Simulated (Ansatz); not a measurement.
**GaBrF radical: one molecule under many settings**

How do the results and run time of GaBrF radical respond when the settings are drawn wide?

Method: the settings change from run to run; program: Ansatz 0.2.0, Gaussian basis.

## Step 1: The relaxed structure

An earlier PBE0-D4 in a triple-zeta def2 set relaxation fixed the geometry.

SMILES `[F][Ga][Br]`, 3 atoms, charge 0, spin multiplicity 2.

Atoms are counted from 1 here; the program's logs count them from 0.

Bond lengths: F1–Ga2 1.759 Å, Ga2–Br3 2.312 Å. Angles: F1–Ga2–Br3 118.1°.

## Step 2: HSE06/aug-pcseg-2

This run has finite nuclei, D4 dispersion.

in.yaml reads:

```yaml
crystal:
  periodic: [false, false, false]
  atoms:
    - {symbol: F, position_ang: [-1.459276, 0.303951, -0.776194]}
    - {symbol: Ga, position_ang: [0.020874, 0.686601, 0.092897]}
    - {symbol: Br, position_ang: [1.427501, -1.055354, 0.669997]}
basis:
  gaussian: {orbitals: aug-pcseg-2, nuclear_model: gaussian}
magnetization: {spin_polarized: true, initial_magnetization: 1}
hamiltonian: {xc: {name: HSE06}, dispersion: d4}
output: {forces: true}
```

Command:

```
$ ansatz run in.yaml --threads 2 --pin off --events-out ev --progress --plain --max-ram 32768MiB --backend cpu
```

Output, shortened:

```text
Functional definition: HSE06
  name "HSE06"
  cite "Heyd, Scuseria & Ernzerhof, J. Chem. Phys. 118, 8207 (2003) doi:10.1063/1.1564060"
  cite "Krukau, Vydrov, Izmaylov & Scuseria, J. Chem. Phys. 125, 224106 (2006) doi:10.1063/1.2404663"
  cite "Heyd & Scuseria, J. Chem. Phys. 120, 7274 (2004) doi:10.1063/1.1668634"
  cite "Ernzerhof & Perdew, J. Chem. Phys. 109, 3313 (1998) doi:10.1063/1.476928"
  cite "Perdew, Burke & Ernzerhof, Phys. Rev. Lett. 77, 3865 (1996) doi:10.1103/PhysRevLett.77.3865"
  parent pbe
[...]
  # The whole range is PBE's own exchange, as in plane waves. The composition of these papers is wPBEh.
[...]
1135 factors; their error is unknown
68 factors; integrals over basis functions are off by at most 2.0e-4 eV
[...]
mean field -125128.35623931 eV, -4598.3822767484 hartree, gradient 1.6e-5 eV, S^2 0.753366; 0 other end points of the search recorded, 0 dependent functions left out
[...]
reference -125128.35629585 eV, -4598.3822788262 hartree; 38, 37 occupied and 126, 127 virtual orbitals, 1135 factors
Total energy: -125128.40598712 eV, -4598.3841049467 hartree
Atom 0 at    -1.459276     0.303951    -0.776194 Å, force     0.023054     0.007170     0.013679 eV/Å
Atom 1 at     0.020874     0.686601     0.092897 Å, force    -0.034480     0.005707    -0.018518 eV/Å
Atom 2 at     1.427501    -1.055354     0.669997 Å, force     0.011426    -0.012877     0.004838 eV/Å
Dipole moment:     0.194290     0.344977     0.148911 e Å
```

Run time: 12 s. Hardware: 2 threads, shared host; peak memory 0.65 GiB.

Largest force 0.040 eV/Å, dipole 2.03 D, ⟨S²⟩ 0.753.

## Step 3: LC-wPBE/def2-TZVPP

This run has charge -1, multiplicity 1.

in.yaml reads:

```yaml
crystal:
  periodic: [false, false, false]
  atoms:
    - {symbol: F, position_ang: [-1.459276, 0.303951, -0.776194]}
    - {symbol: Ga, position_ang: [0.020874, 0.686601, 0.092897]}
    - {symbol: Br, position_ang: [1.427501, -1.055354, 0.669997]}
basis:
  gaussian: {orbitals: def2-TZVPP}
total_charge: -1
hamiltonian: {xc: {name: LC-wPBE}}
```

The command is unchanged.

Output, shortened:

```text
Functional definition: LC-wPBE
  name "LC-wPBE"
  cite "Vydrov & Scuseria, J. Chem. Phys. 125, 234109 (2006) doi:10.1063/1.2409292"
  cite "Heyd & Scuseria, J. Chem. Phys. 120, 7274 (2004) doi:10.1063/1.1668634"
  cite "Ernzerhof & Perdew, J. Chem. Phys. 109, 3313 (1998) doi:10.1063/1.476928"
  cite "Perdew, Burke & Ernzerhof, Phys. Rev. Lett. 77, 3865 (1996) doi:10.1103/PhysRevLett.77.3865"
  parent pbe
[...]
900 factors; their error is unknown
227 factors; integrals over basis functions are off by at most 7.3e-5 eV
[...]
mean field -125128.32189484 eV, -4598.3810146125 hartree, gradient 2.9e-5 eV, S^2 0.000000; 0 other end points of the search recorded, 0 dependent functions left out
reference -125128.32189484 eV, -4598.3810146126 hartree; 38, 38 occupied and 89, 89 virtual orbitals, 900 factors
Total energy: -125128.32189484 eV, -4598.3810146126 hartree
```

It took 2.7 s on 2 threads, shared host.

## Step 4: PBE-QIDH/6-31G

This run has the search for lower states set to off.

Changes to in.yaml since step 3:

```diff
@@ -7,4 +7,5 @@
 basis:
-  gaussian: {orbitals: def2-TZVPP}
-total_charge: -1
-hamiltonian: {xc: {name: LC-wPBE}}
+  gaussian: {orbitals: 6-31G}
+magnetization: {spin_polarized: true, initial_magnetization: 1}
+hamiltonian: {xc: {name: PBE-QIDH}}
+scf: {lower_state_search: off}
```

Same command.

Output, shortened:

```text
Functional definition: PBE-QIDH
  name "PBE-QIDH"
  cite "Brémond, Sancho-García, Pérez-Jiménez & Adamo, J. Chem. Phys. 141, 031101 (2014) doi:10.1063/1.4890314"
  cite "Perdew, Burke & Ernzerhof, Phys. Rev. Lett. 77, 3865 (1996) doi:10.1103/PhysRevLett.77.3865"
[...]
598 factors; integrals over basis functions are off by at most 5.2e-4 eV
[...]
mean field -125080.64978953 eV, -4596.6290970558 hartree, gradient 2.4e-6 eV, S^2 0.755759; 0 other end points of the search recorded, 0 dependent functions left out
19 core orbitals not correlated: weight in the atoms' cores, before any rotation towards them, 1.000 or more for the frozen orbitals, at most 0.000 for the correlated occupied ones
reference -125080.64980202 eV, -4596.6290975146 hartree; 19, 18 occupied and 29, 30 virtual orbitals, 598 factors
second order -14.92195895 eV of doubles, -0.00000000 eV of singles
Total energy: -125085.62378833 eV, -4596.8118881403 hartree
Checks for a lower state left out: stability, starts, cluster_reference, orbital_swaps, neighbouring_geometries, increment
```

Wall time 2.2 s (2 threads, shared host).

⟨S²⟩ 0.756.

## Step 5: wB97M-V/aug-cc-pVDZ

Changes to in.yaml since step 4:

```diff
@@ -7,5 +7,5 @@
 basis:
-  gaussian: {orbitals: 6-31G}
+  gaussian: {orbitals: aug-cc-pVDZ}
 magnetization: {spin_polarized: true, initial_magnetization: 1}
-hamiltonian: {xc: {name: PBE-QIDH}}
-scf: {lower_state_search: off}
+hamiltonian: {xc: {name: wB97M-V}}
+output: {forces: true}
```

Launched as before.

Output, shortened:

```text
Functional definition: wB97M-V
  name "wB97M-V"
  cite "Mardirossian & Head-Gordon, J. Chem. Phys. 144, 214110 (2016) doi:10.1063/1.4952647"
  cite "Becke, J. Chem. Phys. 107, 8554 (1997) doi:10.1063/1.475007"
  cite "Vydrov & Van Voorhis, J. Chem. Phys. 133, 244103 (2010) doi:10.1063/1.3521275"
  # Of w^i u^j: cxij and so on, Table III.
[...]
  gx(w, u) = 1 - cx + cx01*u + cx10*w
  gss(w, u) = css00 + css04*u^4 + css10*w + css20*w^2 + css43*w^4*u^3
  gos(w, u) = cos00 + cos10*w + (cos20 + cos21*u)*w^2 + (cos60 + cos61*u)*w^6
[...]
      + integral(e_c_pw_mod_opposite_spin*gos(b97_w_opposite, b97_u_opposite)) + vv10(b, c)
1012 factors; integrals over basis functions are off by at most 3.5e-4 eV
273 factors; integrals over basis functions are off by at most 1.7e-5 eV
[...]
mean field -125134.60193933 eV, -4598.6118019909 hartree, gradient 2.9e-5 eV, S^2 0.753922; 0 other end points of the search recorded, 0 dependent functions left out
[...]
reference -125134.60199413 eV, -4598.6118040048 hartree; 38, 37 occupied and 57, 58 virtual orbitals, 1012 factors
Total energy: -125134.60199413 eV, -4598.6118040048 hartree
Atom 0 at    -1.459276     0.303951    -0.776194 Å, force    -0.332939    -0.091899    -0.196178 eV/Å
Atom 1 at     0.020874     0.686601     0.092897 Å, force     0.245599     0.206195     0.161070 eV/Å
Atom 2 at     1.427501    -1.055354     0.669997 Å, force     0.087340    -0.114296     0.035108 eV/Å
Dipole moment:     0.195233     0.362170     0.151468 e Å
```

Wall time 16 s (2 threads, shared host); peak memory 0.54 GiB.

Largest force 0.397 eV/Å, dipole 2.11 D, ⟨S²⟩ 0.754.

## Step 6: wPBEh/def2-mTZVP

Set apart from the defaults: restricted open-shell orbitals.

in.yaml reads:

```yaml
crystal:
  periodic: [false, false, false]
  atoms:
    - {symbol: F, position_ang: [-1.459276, 0.303951, -0.776194]}
    - {symbol: Ga, position_ang: [0.020874, 0.686601, 0.092897]}
    - {symbol: Br, position_ang: [1.427501, -1.055354, 0.669997]}
basis:
  gaussian: {orbitals: def2-mTZVP}
magnetization: {spin_polarized: false, initial_magnetization: 1}
hamiltonian: {xc: {name: wPBEh}}
```

Same command.

Output, shortened:

```text
Functional definition: wPBEh
  name "wPBEh"
  cite "Heyd, Scuseria & Ernzerhof, J. Chem. Phys. 118, 8207 (2003) doi:10.1063/1.1564060"
  cite "Krukau, Vydrov, Izmaylov & Scuseria, J. Chem. Phys. 125, 224106 (2006) doi:10.1063/1.2404663"
  cite "Heyd & Scuseria, J. Chem. Phys. 120, 7274 (2004) doi:10.1063/1.1668634"
  cite "Ernzerhof & Perdew, J. Chem. Phys. 109, 3313 (1998) doi:10.1063/1.476928"
  cite "Perdew, Burke & Ernzerhof, Phys. Rev. Lett. 77, 3865 (1996) doi:10.1103/PhysRevLett.77.3865"
  parent pbe
[...]
794 factors; integrals over basis functions are off by at most 1.0e-3 eV
52 factors; integrals over basis functions are off by at most 1.1e-6 eV
[...]
mean field -125126.23561438 eV, -4598.3043452199 hartree, gradient 2.1e-5 eV, S^2 0.750000; 0 other end points of the search recorded, 0 dependent functions left out
reference -125126.23564555 eV, -4598.3043463651 hartree; 38, 37 occupied and 53, 54 virtual orbitals, 794 factors
Total energy: -125126.23564555 eV, -4598.3043463651 hartree
```

It took 4 s on 2 threads, shared host.

## Step 7: CAM-B3LYP/cc-pVTZ-DK

Options: charge -1, multiplicity 1, coordinates scaled by 1.05, a grid of angular degree 47.

in.yaml reads:

```yaml
crystal:
  periodic: [false, false, false]
  atoms:
    - {symbol: F, position_ang: [-1.532239, 0.319149, -0.815004]}
    - {symbol: Ga, position_ang: [0.021918, 0.720931, 0.097542]}
    - {symbol: Br, position_ang: [1.498876, -1.108121, 0.703497]}
basis:
  gaussian: {orbitals: cc-pVTZ-DK, final_grid: {core_spheres: 20, valence_spheres: 16, degree: 47}}
total_charge: -1
hamiltonian: {xc: {name: CAM-B3LYP}}
output: {forces: true}
```

Same command.

Output, shortened:

```text
Functional definition: CAM-B3LYP
  name "CAM-B3LYP"
  cite "Yanai, Tew & Handy, Chem. Phys. Lett. 393, 51 (2004) doi:10.1016/j.cplett.2004.06.011"
  cite "Iikura, Tsuneda, Yanai & Hirao, J. Chem. Phys. 115, 3540 (2001) doi:10.1063/1.1383587"
  cite "Becke, Phys. Rev. A 38, 3098 (1988) doi:10.1103/PhysRevA.38.3098"
  cite "Lee, Yang & Parr, Phys. Rev. B 37, 785 (1988) doi:10.1103/PhysRevB.37.785"
  cite "Vosko, Wilk & Nusair, Can. J. Phys. 58, 1200 (1980) doi:10.1139/p80-159"
[...]
  # Exact exchange under (alpha + beta erf(omega r))/r, Becke's under what is left of 1/r.
[...]
946 factors; their error is unknown
164 factors; integrals over basis functions are off by at most 6.6e-5 eV
[...]
mean field -126548.25603305 eV, -4650.5626317259 hartree, gradient 1.3e-5 eV, S^2 0.000000; 0 other end points of the search recorded, 0 dependent functions left out
[...]
reference -126548.25613098 eV, -4650.5626353246 hartree; 38, 38 occupied and 78, 78 virtual orbitals, 946 factors
Total energy: -126548.25613098 eV, -4650.5626353246 hartree
Relativity: scalar
Atom 0 at    -1.532239     0.319149    -0.815004 Å, force    -0.073661    -0.552880    -0.106336 eV/Å
Atom 1 at     0.021918     0.720931     0.097542 Å, force    -0.483353     1.804422    -0.055810 eV/Å
Atom 2 at     1.498876    -1.108121     0.703497 Å, force     0.557014    -1.251542     0.162146 eV/Å
Dipole moment:     0.280990    -0.094655     0.145218 e Å
```

Run time: 5.5 s. Hardware: 2 threads, shared host.

Largest force 1.869 eV/Å.

## Step 8: wB97M-V/cc-pVDZ

This run has charge +1, multiplicity 1, unrestricted orbitals, atoms shaken by 0.08 Å.

in.yaml reads:

```yaml
crystal:
  periodic: [false, false, false]
  atoms:
    - {symbol: F, position_ang: [-1.385617, 0.403182, -0.792821]}
    - {symbol: Ga, position_ang: [0.095747, 0.713628, 0.093656]}
    - {symbol: Br, position_ang: [1.351879, -1.041132, 0.672647]}
basis:
  gaussian: {orbitals: cc-pVDZ}
total_charge: 1
magnetization: {spin_polarized: true, initial_magnetization: 0}
hamiltonian: {xc: {name: wB97M-V}}
```

Same command.

Output, shortened:

```text
Functional definition: wB97M-V
  name "wB97M-V"
  cite "Mardirossian & Head-Gordon, J. Chem. Phys. 144, 214110 (2016) doi:10.1063/1.4952647"
  cite "Becke, J. Chem. Phys. 107, 8554 (1997) doi:10.1063/1.475007"
  cite "Vydrov & Van Voorhis, J. Chem. Phys. 133, 244103 (2010) doi:10.1063/1.3521275"
  # Of w^i u^j: cxij and so on, Table III.
[...]
  gx(w, u) = 1 - cx + cx01*u + cx10*w
  gss(w, u) = css00 + css04*u^4 + css10*w + css20*w^2 + css43*w^4*u^3
  gos(w, u) = cos00 + cos10*w + (cos20 + cos21*u)*w^2 + (cos60 + cos61*u)*w^6
[...]
      + integral(e_c_pw_mod_opposite_spin*gos(b97_w_opposite, b97_u_opposite)) + vv10(b, c)
769 factors; integrals over basis functions are off by at most 6.7e-4 eV
152 factors; integrals over basis functions are off by at most 6.6e-6 eV
[...]
mean field -125124.72627679 eV, -4598.2488780864 hartree, gradient 8.5e-5 eV, S^2 0.000000; 0 other end points of the search recorded, 0 dependent functions left out
reference -125124.72631610 eV, -4598.2488795311 hartree; 37, 37 occupied and 31, 31 virtual orbitals, 769 factors
Total energy: -125124.72631610 eV, -4598.2488795311 hartree
```

Run time: 9 s. Hardware: 2 threads, shared host.

⟨S²⟩ 0.000.

## Step 9: wB97M-V/def2-mTZVP

Options: relativity set to none.

in.yaml reads:

```yaml
crystal:
  periodic: [false, false, false]
  atoms:
    - {symbol: F, position_ang: [-1.459276, 0.303951, -0.776194]}
    - {symbol: Ga, position_ang: [0.020874, 0.686601, 0.092897]}
    - {symbol: Br, position_ang: [1.427501, -1.055354, 0.669997]}
basis:
  gaussian: {orbitals: def2-mTZVP}
magnetization: {spin_polarized: true, initial_magnetization: 1}
hamiltonian: {xc: {name: wB97M-V}, pseudopotentials: {relativity: none}}
output: {forces: true}
```

Launched as before.

Output, shortened:

```text
Functional definition: wB97M-V
  name "wB97M-V"
  cite "Mardirossian & Head-Gordon, J. Chem. Phys. 144, 214110 (2016) doi:10.1063/1.4952647"
  cite "Becke, J. Chem. Phys. 107, 8554 (1997) doi:10.1063/1.475007"
  cite "Vydrov & Van Voorhis, J. Chem. Phys. 133, 244103 (2010) doi:10.1063/1.3521275"
  # Of w^i u^j: cxij and so on, Table III.
[...]
  gx(w, u) = 1 - cx + cx01*u + cx10*w
  gss(w, u) = css00 + css04*u^4 + css10*w + css20*w^2 + css43*w^4*u^3
  gos(w, u) = cos00 + cos10*w + (cos20 + cos21*u)*w^2 + (cos60 + cos61*u)*w^6
[...]
      + integral(e_c_pw_mod_opposite_spin*gos(b97_w_opposite, b97_u_opposite)) + vv10(b, c)
794 factors; integrals over basis functions are off by at most 1.0e-3 eV
185 factors; integrals over basis functions are off by at most 5.5e-6 eV
[...]
mean field -125136.77364530 eV, -4598.6916107130 hartree, gradient 4.6e-5 eV, S^2 0.753827; 0 other end points of the search recorded, 0 dependent functions left out
[...]
reference -125136.77368026 eV, -4598.6916119977 hartree; 38, 37 occupied and 53, 54 virtual orbitals, 794 factors
Total energy: -125136.77368026 eV, -4598.6916119977 hartree
Atom 0 at    -1.459276     0.303951    -0.776194 Å, force    -0.135397    -0.044498    -0.080622 eV/Å
Atom 1 at     0.020874     0.686601     0.092897 Å, force     0.103164     0.094413     0.068579 eV/Å
Atom 2 at     1.427501    -1.055354     0.669997 Å, force     0.032233    -0.049915     0.012043 eV/Å
Dipole moment:     0.187140     0.379652     0.149029 e Å
```

Wall time 12 s (2 threads, shared host); peak memory 0.42 GiB.

Largest force 0.164 eV/Å, dipole 2.16 D, ⟨S²⟩ 0.754.

## Step 10: PBE0-DH/def2-TZVPD

Changes to in.yaml since step 9:

```diff
@@ -7,5 +7,5 @@
 basis:
-  gaussian: {orbitals: def2-mTZVP}
+  gaussian: {orbitals: def2-TZVPD}
 magnetization: {spin_polarized: true, initial_magnetization: 1}
-hamiltonian: {xc: {name: wB97M-V}, pseudopotentials: {relativity: none}}
+hamiltonian: {xc: {name: PBE0-DH}}
 output: {forces: true}
```

Launched as before.

Output, shortened:

```text
Functional definition: PBE0-DH
  name "PBE0-DH"
  cite "Brémond & Adamo, J. Chem. Phys. 135, 024106 (2011) doi:10.1063/1.3604569"
  cite "Perdew, Burke & Ernzerhof, Phys. Rev. Lett. 77, 3865 (1996) doi:10.1103/PhysRevLett.77.3865"
[...]
968 factors; integrals over basis functions are off by at most 1.1e-3 eV
[...]
mean field -125118.47082059 eV, -4598.0189943113 hartree, gradient 4.4e-6 eV, S^2 0.755231; 0 other end points of the search recorded, 0 dependent functions left out
19 core orbitals not correlated: weight in the atoms' cores, before any rotation towards them, 1.000 or more for the frozen orbitals, at most 0.000 for the correlated occupied ones
reference -125118.47084695 eV, -4598.0189952798 hartree; 19, 18 occupied and 113, 114 virtual orbitals, 968 factors
second order -23.94944043 eV of doubles, -0.00000000 eV of singles
[...]
Total energy: -125121.46452700 eV, -4598.1290109926 hartree
Atom 0 at    -1.459276     0.303951    -0.776194 Å, force     0.232607     0.048307     0.135181 eV/Å
Atom 1 at     0.020874     0.686601     0.092897 Å, force    -0.103050    -0.196303    -0.080557 eV/Å
Atom 2 at     1.427501    -1.055354     0.669997 Å, force    -0.129556     0.147996    -0.054624 eV/Å
Dipole moment:     0.194159     0.365820     0.151301 e Å
```

Run time: 26 s. Hardware: 2 threads, shared host; peak memory 0.85 GiB.

Largest force 0.273 eV/Å, dipole 2.12 D, ⟨S²⟩ 0.755.

## Step 11: The runs in one table

```
               level  charge  multiplicity  geometry  functions  energy (eV)   time
   HSE06/aug-pcseg-2       0             2   relaxed        164  -125128.406   12 s
  LC-wPBE/def2-TZVPP      -1             1   relaxed        127  -125128.322  2.7 s
      PBE-QIDH/6-31G       0             2   relaxed         67  -125085.624  2.2 s
 wB97M-V/aug-cc-pVDZ       0             2   relaxed         95  -125134.602   16 s
    wPBEh/def2-mTZVP       0             2   relaxed         91  -125126.236    4 s
CAM-B3LYP/cc-pVTZ-DK      -1             1    scaled        116  -126548.256  5.5 s
     wB97M-V/cc-pVDZ       1             1    shaken         68  -125124.726    9 s
  wB97M-V/def2-mTZVP       0             2   relaxed         91  -125136.774   12 s
  PBE0-DH/def2-TZVPD       0             2   relaxed        151  -125121.465   26 s
```

## Step 12: Outcome

```
                                         quantity                     value
                                             runs                         9
                                         quickest     PBE-QIDH/6-31G, 2.2 s
                                          slowest  PBE0-DH/def2-TZVPD, 26 s
spread of total energies, same state and geometry                   51.1 eV
                  dipole, same state and geometry            2.03 to 2.16 D
```

**Reading.** PBE0-DH/def2-TZVPD took 12 times as long as PBE-QIDH/6-31G. The jobs differ in tasks and options as well as level. The totals spread over 51 eV; they can't be compared across methods or bases. At the PBE0-D4/def2-TZVP geometry and in the same state, runs without warnings or point charges leave forces up to 0.40 eV/Å (wB97M-V/aug-cc-pVDZ). At that geometry and state the dipole changes by 6 % between the lowest and highest value.
